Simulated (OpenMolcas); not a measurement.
**H2 (hydrogen) at TPSSh/aug-cc-pVTZ**

Aim: the vertical electron affinity of H2 (hydrogen) at TPSSh/aug-cc-pVTZ, from 2 runs. 

Program for the calculation: OpenMolcas 26.06.

## (1) The structure to begin with

H2 has 2 atoms, charge 0, and is taken as a singlet. As SMILES, `[H][H]`. The shape is that of a PBE0-D4/def2-TZVP optimisation.

Bond lengths: H1–H2 0.746 Å.

## (2) Energy and gradient at TPSSh/aug-cc-pVTZ

job.inp reads:

```
* H2 Kohn-Sham DFT
&GATEWAY
BasLib = $CurrDir
Coord
2
bohr
H      0.60338955    -0.18746083     0.31274967
H     -0.60338955     0.18746083    -0.31274967
Basis = aug-cc-pVTZ
Group = NoSym
&SEWARD
GridInput
Grid=SG1Grid
End of Grid
&SCF
KSDFT = HYB_MGGA_XC_TPSSH
PrOrbitals = 0
&ALASKA
```

The basis set aug-cc-pVTZ is read from a file made from the Basis Set Exchange's data (not shown).

On the command line:

```console
$ export MOLCAS_MEM=1860
$ pymolcas job.inp > job.log
```

The program printed:

```text
--- Start Module: gateway ---
[...]
--- Stop Module: gateway /rc=_RC_ALL_IS_WELL_ ---
[...]
      Basis functions           46
[...]
--- Start Module: scf ---
[...]
       Convergence after   6 Iterations
[...]
::    Total KS-DFT energy                              -1.1793038078
[...]
      Total spin, S                                     0.0000000000
[...]
      Total electronic charge=    2.000000
      Total            charge=   -0.000000
[...]
      Dipole Moment (debye):
      Origin of the operator (angstrom)=    0.0000    0.0000   -0.0000
                   X=  9.8081E-09               Y= -4.7002E-09               Z=  4.3131E-09           Total=  1.1700E-08
      Quadrupole Moment (debye*angstrom):
[...]
--- Stop Module: scf /rc=_RC_ALL_IS_WELL_ ---
--- Start Module: alaska ---
[...]
 *              Molecular gradients               *
 **************************************************
  Irreducible representation: a
 ------------------------------------------------------------------------------------------
                              X                       Y                       Z
 ------------------------------------------------------------------------------------------
  H1                2.45882955051002E-03   -7.63907423543236E-04    1.27446283472571E-03
  H2               -2.45882955051024E-03    7.63907423543292E-04   -1.27446283472549E-03
 ------------------------------------------------------------------------------------------
--- Stop Module: alaska /rc=_RC_ALL_IS_WELL_ ---
[...]
```

Run time: 2.3 s. Hardware: 1 thread of Arm Neoverse V2, shared host; peak memory 0.38 GiB.

## (3) The doublet anion, same level

job.input reads:

```
* H2 Kohn-Sham DFT

&GATEWAY
  BasLib = $CurrDir
  Coord
  2
  bohr
  H      0.60338955    -0.18746083     0.31274967
  H     -0.60338955     0.18746083    -0.31274967
  Basis = aug-cc-pVTZ
  Group = NoSym

&SEWARD
  GridInput
  Grid=SG1Grid
  End of Grid

&SCF
  UHF
  Charge = -1
  Spin = 2
  KSDFT = HYB_MGGA_XC_TPSSH
  PrOrbitals = 0

&ALASKA
```

The basis set aug-cc-pVTZ is read from a file made from the Basis Set Exchange's data (not shown).

On the command line:

```console
$ export MOLCAS_MEM=1860
$ pymolcas job.input > job.log
```

The program printed:

```text
--- Start Module: gateway ---
[...]
--- Stop Module: gateway /rc=_RC_ALL_IS_WELL_ ---
[...]
      Basis functions           46
[...]
--- Start Module: scf ---
[...]
       Convergence after  16 Iterations
[...]
::    Total KS-DFT energy                              -1.1383523328
[...]
      Total spin, S                                     0.5001722995
[...]
      Total electronic charge=    3.000000
      Total            charge=   -1.000000
[...]
      Dipole Moment (debye):
      Origin of the operator (angstrom)=    0.0000    0.0000   -0.0000
                   X= -1.2052E-08               Y=  3.7432E-09               Z= -6.2600E-09           Total=  1.4087E-08
      Center of Charge (angstrom)
[...]
--- Stop Module: scf /rc=_RC_ALL_IS_WELL_ ---
[...]
--- Start Module: alaska ---
[...]
 *              Molecular gradients               *
 **************************************************
  Irreducible representation: a
 ------------------------------------------------------------------------------------------
                              X                       Y                       Z
 ------------------------------------------------------------------------------------------
  H1               -2.17773459403070E-02    6.76577733465439E-03   -1.12876627633328E-02
  H2                2.17773459403086E-02   -6.76577733465428E-03    1.12876627633328E-02
 ------------------------------------------------------------------------------------------
--- Stop Module: alaska /rc=_RC_ALL_IS_WELL_ ---
[...]
```

It took 3.6 s on 1 thread of Arm Neoverse V2, shared host; peak memory 0.38 GiB.

## (4) Outcome

Level: TPSSh/aug-cc-pVTZ.

```
                                         quantity        value
                         singlet H2: total energy  -1.17930 Eh
                        singlet H2: dipole moment       0.00 D
                          singlet H2: HOMO energy    -11.31 eV
                          singlet H2: LUMO energy      0.57 eV
                        singlet H2: HOMO–LUMO gap     11.88 eV
             singlet H2: largest force on an atom   0.148 eV/Å
                      doublet anion: total energy  -1.13835 Eh
doublet anion: HOMO energy (highest over α and β)      2.23 eV
                              doublet anion: ⟨S²⟩        0.750
vertical electron affinity (to the doublet anion)    -1.114 eV
```

**Reading.** This program's gradients are faulty for this kind of reference, so any forces in the log (doublet anion) can't be trusted; the energy can. The anion lies 1.11 eV (26 kcal/mol) above the neutral: the electron isn't bound at this level, and such a value depends on the basis. The HOMO (doublet anion) lies at positive energy, 2.23 eV; only total energies tell whether the electron is bound.
